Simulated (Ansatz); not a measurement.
Geometry optimisation, DFT PBE, scalar-relativistic, plane waves, PAW in Ansatz 0.2.0.

input.yaml

```yaml
crystal:
  lattice:
    - [-4.1713, -4.1713, 0.0]
    - [4.1713, -4.1713, 0.0]
    - [0.0, 0.0, 5.331]
  atoms:
    - { symbol: Si, position: [0.5, 0.5, 0.0] }
    - { symbol: Si, position: [0.0, 0.5, 0.25] }
    - { symbol: O, position: [0.1935, 0.5, 0.0] }
    - { symbol: O, position: [0.0, 0.1935, 0.25] }
    - { symbol: O, position: [0.8065, 0.5, 0.0] }
    - { symbol: O, position: [0.0, 0.8065, 0.25] }
    - { symbol: Si, position: [0.5, 0.5, 0.5] }
    - { symbol: Si, position: [0.0, 0.5, 0.75] }
    - { symbol: O, position: [0.1935, 0.5, 0.5] }
    - { symbol: O, position: [0.0, 0.1935, 0.75] }
    - { symbol: O, position: [0.8065, 0.5, 0.5] }
    - { symbol: O, position: [0.0, 0.8065, 0.75] }
    - { symbol: Si, position: [0.0, 0.0, 0.0] }
    - { symbol: Si, position: [0.5, 0.0, 0.25] }
    - { symbol: O, position: [0.6935, 0.0, 0.0] }
    - { symbol: O, position: [0.5, 0.6935, 0.25] }
    - { symbol: O, position: [0.3065, 0.0, 0.0] }
    - { symbol: O, position: [0.5, 0.3065, 0.25] }
    - { symbol: Si, position: [0.0, 0.0, 0.5] }
    - { symbol: Si, position: [0.5, 0.0, 0.75] }
    - { symbol: O, position: [0.6935, 0.0, 0.5] }
    - { symbol: O, position: [0.5, 0.6935, 0.75] }
    - { symbol: O, position: [0.3065, 0.0, 0.5] }
    - { symbol: O, position: [0.5, 0.3065, 0.75] }
    - { symbol: H, position: [0.75435877, 0.75169312, 0.8742901], spin: 1.0 }
magnetization:
  spin_polarized: true
basis:
  ecutwfc: 420.0
kpoints:
  mp_grid: { grid: [2, 2, 3] }
hamiltonian:
  xc: pbe
  pseudopotentials: { kind: paw, azcp: { folder: soft_1 } }
scf:
  occupations: { method: gaussian, width: 0.05 }
  lower_state_search: "off"
relax:
  f_tol: 0.03
  max_steps: 60
  adjacent_minimum: "off"
```

Launched with:

```bash
$ ansatz run input.yaml --threads 2 --pin off --max-ram 5120MiB --backend cpu --events-out ev --progress --plain --runs-dir out
```

Task: Where does it end, and by what steps?

Result: The run converged. The force dipped under the threshold on the way, but the program's further checks kept it going. Limits of this set-up: coarse k mesh, a small cell, in which the defect meets its images. After 6 steps the energy has fallen by 0.762 eV; H25 moved furthest, 0.63 Å.

```tsv
step	energy less start (eV)	largest force component (eV/Å)	accepted
0	0.0000	1.753	yes
1	-0.4830	0.797	yes
2	-0.6419	0.319	yes
3	-0.7116	0.207	yes
4	-0.7587	0.096	yes
5	-0.7620	0.026	yes
6	-0.7620	0.026	yes
```

```xyz
25
Lattice="-4.1713 -4.1713 0.0000 4.1713 -4.1713 0.0000 0.0000 0.0000 5.3310" Properties=species:S:1:pos:R:3
Si 0.020 -4.140 0.031
Si 2.093 -2.066 1.359
O 1.261 -2.852 0.041
O 0.813 -0.802 1.359
O -1.265 -5.430 0.032
O 3.341 -3.373 1.359
Si 0.020 -4.140 2.687
Si 2.094 -2.077 4.025
O 1.261 -2.852 2.677
O 0.815 -0.810 4.024
O -1.264 -5.430 2.686
O 3.235 -3.511 4.025
Si -0.020 -0.033 0.031
Si -2.094 -2.107 1.359
O -2.908 -2.914 0.032
O 0.830 -4.972 1.359
O -1.262 -1.322 0.041
O -0.814 -3.371 1.359
Si -0.020 -0.033 2.687
Si -2.093 -2.096 4.025
O -2.908 -2.914 2.687
O 0.936 -4.835 4.025
O -1.262 -1.322 2.677
O -0.816 -3.364 4.025
H -0.004 -6.256 4.028
```

Whether the end is a true minimum wasn't checked by a vibrational analysis.

The run took 82 s on 2 threads of Arm Neoverse V1 (shared host), peak memory 0.54 GiB.
